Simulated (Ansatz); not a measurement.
The system is NbTe.

```xyz
2
Lattice="3.7030 0.0000 0.0000 -1.8515 3.2069 0.0000 0.0000 0.0000 3.6942" Properties=species:S:1:pos:R:3 pbc="T T T"
Te    1.8515    1.0690    0.0000
Nb    0.0000    0.0000    1.8471
```

The cell comes from a database or a generator and needn't be the stable form of this composition.

Base run:

| Property | Result |
| --- | --- |
| Program | Ansatz 0.2.0 |
| Functional | PBE |
| Potentials or basis | Ansatz PAW |
| Cutoff | 420 eV (not typed: the program's choice for these potentials) |
| k mesh | 8 × 8 × 7 |
| Occupations | fermi-dirac, width 0.05 eV |
| Spin | no spin polarisation |

Its results: band gap on the k mesh none (metal or under the smearing width); pressure -0.6 GPa.

Problem. The run is repeated on the same cell with these changes: functional from PBE to LDA. What comes out?

Solution. Band gap on the k mesh none (metal or under the smearing width); pressure -7.5 GPa.

LDA binds more tightly than PBE, so the same cell stands under less pressure.

Caveats: spin-orbit coupling is left out, which moves the levels of the heavy elements; the PAW data sets come from PBE, with cores solved anew for the run's functional, which leaves a small shift of forces and pressure (some runs).
